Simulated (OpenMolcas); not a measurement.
# One shape, several levels: SiF4 (silicon tetrafluoride)

Wanted: a comparison of 4 runs (HF/def2-SVP, PBE0/def2-SVP, PBE/6-311G**, MP2/6-311+G**) of SiF4 (silicon tetrafluoride). 

Program for the calculation: OpenMolcas 26.06.

3 further runs of the same task are left out: 1 that didn't finish, 2 set aside as unsound or not needed.

### 1 The molecule

SiF4 has 5 atoms, charge 0, and is taken as a singlet. SMILES: `F[Si](F)(F)F`. The shape is that of a GFN2-xTB optimisation.

Bond lengths: Si1–F2 1.566 Å, Si1–F3 1.566 Å, Si1–F4 1.566 Å, Si1–F5 1.566 Å. Angles: F2–Si1–F3 109.3°, F2–Si1–F4 109.6°, F2–Si1–F5 109.5°, F3–Si1–F4 109.5°, F3–Si1–F5 109.5°, F4–Si1–F5 109.5°.

### 2 Energy and forces at HF/def2-SVP (run 1)

Contents of test.input:

```
&GATEWAY
BasLib = $CurrDir
Coord
5
angstrom
Si      -0.000700       0.000340      -0.000360
F        0.012160      -0.018360       1.565530
F        1.473030       0.010450      -0.529820
F       -0.745860       1.282160      -0.504010
F       -0.738620      -1.274590      -0.531350
Basis = def2-SVP
Group = NoSym
&SEWARD
&SCF
Thresholds = 1e-10 1e-07 1e-07 1e-05
PrOrbitals = 1 1
&ALASKA
```

The basis set def2-SVP is read from a file made from the Basis Set Exchange's data (not shown).

Started as:

```console
$ export MOLCAS_MEM=1860
$ pymolcas test.input > test.log
```

Log:

```text
--- Start Module: gateway ---
[...]
--- Stop Module: gateway /rc=_RC_ALL_IS_WELL_ ---
[...]
      Basis functions           74
[...]
--- Start Module: scf ---
[...]
       Convergence after  10 Iterations
[...]
::    Total SCF energy                               -686.5291217174
[...]
      Total spin, S                                     0.0000000000
[...]
      Total electronic charge=   50.000000
      Total            charge=   -0.000000
[...]
      Dipole Moment (debye):
      Origin of the operator (angstrom)=   -0.0001    0.0000   -0.0000
                   X= -9.7558E-03               Y=  4.6219E-03               Z= -5.1099E-03           Total=  1.1944E-02
      Quadrupole Moment (debye*angstrom):
[...]
--- Stop Module: scf /rc=_RC_ALL_IS_WELL_ ---
[...]
--- Start Module: alaska ---
[...]
 *              Molecular gradients               *
 **************************************************
  Irreducible representation: a
 ------------------------------------------------------------------------------------------
                              X                       Y                       Z
 ------------------------------------------------------------------------------------------
  SI1              -3.53426595153292E-04    1.22067726285532E-04   -2.44391962413017E-04
  F2                2.43339590338565E-04   -9.28364490392353E-05   -2.88848972075684E-03
  F3               -2.71259365302612E-03   -3.87107555623600E-05    1.22616418443222E-03
  F4                1.40131989328474E-03   -2.40092848148521E-03    8.48332875690971E-04
  F5                1.42136076463117E-03    2.41040795978265E-03    1.05838462300945E-03
 ------------------------------------------------------------------------------------------
--- Stop Module: alaska /rc=_RC_ALL_IS_WELL_ ---
[...]
```

Wall time 4.8 s (1 thread of Arm Neoverse V1, shared host); peak memory 0.43 GiB.

### 3 Energy and gradient at PBE0/def2-SVP (run 2)

Contents of geom.xyz:

```xyz
5

Si    -0.000700     0.000340    -0.000360
F      0.012160    -0.018360     1.565530
F      1.473030     0.010450    -0.529820
F     -0.745860     1.282160    -0.504010
F     -0.738620    -1.274590    -0.531350
```

Contents of job.inp:

```
* F4Si Kohn-Sham DFT

&gateway
 baslib=$CurrDir
 coord=geom.xyz
 basis=def2-SVP
 group=NoSym

&seward
 gridinput
 Grid=UltraFine
 End of Grid

&scf
 ksdft=PBE0
 thresholds=1e-10 1e-07 1e-07 1e-05
 prorbitals=1 2

&alaska
```

The basis set def2-SVP is read from a file made from the Basis Set Exchange's data (not shown).

Started as:

```console
$ export MOLCAS_MEM=1860
$ pymolcas job.inp > job.log
```

Log:

```text
--- Start Module: gateway ---
[...]
--- Stop Module: gateway /rc=_RC_ALL_IS_WELL_ ---
[...]
      Basis functions           74
[...]
--- Start Module: scf ---
[...]
       Convergence after  10 Iterations
[...]
::    Total KS-DFT energy                            -688.2015275597
[...]
      Total spin, S                                     0.0000000000
[...]
      Total electronic charge=   50.000000
      Total            charge=   -0.000000
[...]
      Dipole Moment (debye):
      Origin of the operator (angstrom)=   -0.0001    0.0000   -0.0000
                   X= -8.3738E-03               Y=  3.9500E-03               Z= -4.4104E-03           Total=  1.0255E-02
      Quadrupole Moment (debye*angstrom):
[...]
--- Stop Module: scf /rc=_RC_ALL_IS_WELL_ ---
[...]
--- Start Module: alaska ---
[...]
 *              Molecular gradients               *
 **************************************************
  Irreducible representation: a
 ------------------------------------------------------------------------------------------
                              X                       Y                       Z
 ------------------------------------------------------------------------------------------
  SI1              -3.06030901530134E-04    9.79211531795740E-05   -2.21196883488727E-04
  F2                9.49308549159089E-05    9.57345476126359E-05   -1.78747639109176E-02
  F3               -1.68222338258026E-02   -1.33116386494880E-04    6.27158168957642E-03
  F4                8.54395400460284E-03   -1.46841191607514E-02    5.68419568611844E-03
  F5                8.48937986782516E-03    1.46235798464360E-02    6.14018341860678E-03
 ------------------------------------------------------------------------------------------
--- Stop Module: alaska /rc=_RC_ALL_IS_WELL_ ---
[...]
```

Run time: 13 s. Hardware: 1 thread of Arm Neoverse V1, shared host; peak memory 0.43 GiB.

Run 3 isn't shown in full; the table further down has it.

### 4 The energy at MP2/6-311+G(d,p) (run 4)

geom.xyz is that of step 3.

Contents of mol.input:

```
* F4Si MP2
>>> EXPORT MOLCAS_PRINT=2

&GATEWAY
 BasLib = $CurrDir
 Coord = geom.xyz
 Basis = 6-311pGss
 Group = NoSym

&SEWARD

&SCF
 Thresholds = 1e-10 1e-07 1e-07 1e-05
 PrOrbitals = 1 1

&MBPT2
 Frozen = 9
```

The basis set 6-311+G** is read from a file made from the Basis Set Exchange's data (not shown).

Started as:

```console
$ export MOLCAS_MEM=1860
$ pymolcas mol.input > mol.log
```

Log:

```text
--- Start Module: gateway ---
[...]
--- Stop Module: gateway /rc=_RC_ALL_IS_WELL_ ---
[...]
      Basis functions          118
[...]
--- Start Module: scf ---
[...]
       Convergence after  12 Iterations
[...]
::    Total SCF energy                               -687.0754339784
[...]
      Total spin, S                                     0.0000000000
[...]
      Total electronic charge=   50.000000
      Total            charge=   -0.000000
[...]
      Dipole Moment (debye):
      Origin of the operator (angstrom)=   -0.0001    0.0000   -0.0000
                   X= -9.7788E-03               Y=  4.6062E-03               Z= -5.1560E-03           Total=  1.1976E-02
      Quadrupole Moment (debye*angstrom):
[...]
--- Stop Module: scf /rc=_RC_ALL_IS_WELL_ ---
[...]
--- Start Module: mbpt2 ---
[...]
WARNING!
Default frozen orbitals as non valence orbitals is overwritten by user input.
Default values:   6
[...]
       Reference weight ( Cref**2 )         =        0.84492
::    Total MBPT2 energy                             -687.9897397410
[...]
      Total MBPT2 calculations                           0.84      0.96
--- Stop Module: mbpt2 /rc=_RC_ALL_IS_WELL_ ---
[...]
```

It took 16 s on 1 thread of Arm Neoverse V1, shared host; peak memory 0.74 GiB.

### 5 The series

```tsv
run	level	integration grid	task	energy (Eh)	dipole moment (D) of the reference	HOMO energy (eV)	LUMO energy (eV)	wall time
1	HF/def2-SVP	–	gradient	-686.529122	0.01	-18.54	4.25	4.8 s
2	PBE0/def2-SVP	UltraFine	gradient	-688.201528	0.01	-12.56	0.70	13 s
3	PBE/6-311G**	UltraFine	gradient	-688.705426	0.01	-10.45	-0.46	22 s
4	MP2/6-311+G**	–	energy	-687.989740	0.01	-18.65	1.49	16 s
```

### 6 Summary of results

```
                                          quantity          value
                               run 4: total energy  -687.98974 Eh
         run 4: dipole moment (mean-field density)         0.01 D
        run 4: HOMO energy (Hartree–Fock orbitals)      -18.65 eV
        run 4: LUMO energy (Hartree–Fock orbitals)        1.49 eV
      run 4: HOMO–LUMO gap (Hartree–Fock orbitals)       20.14 eV
run 4: correlation energy (9 core orbitals frozen)     -914.3 mEh
```

What this shows: Over runs 1, 2, 3 the HOMO–LUMO gap runs from 9.98 eV (PBE/6-311G**) to 22.79 eV (HF/def2-SVP). The two ends differ in method and basis. Totals of different functionals can't be ranked against each other. All runs together took 56 s, the longest 22 s.
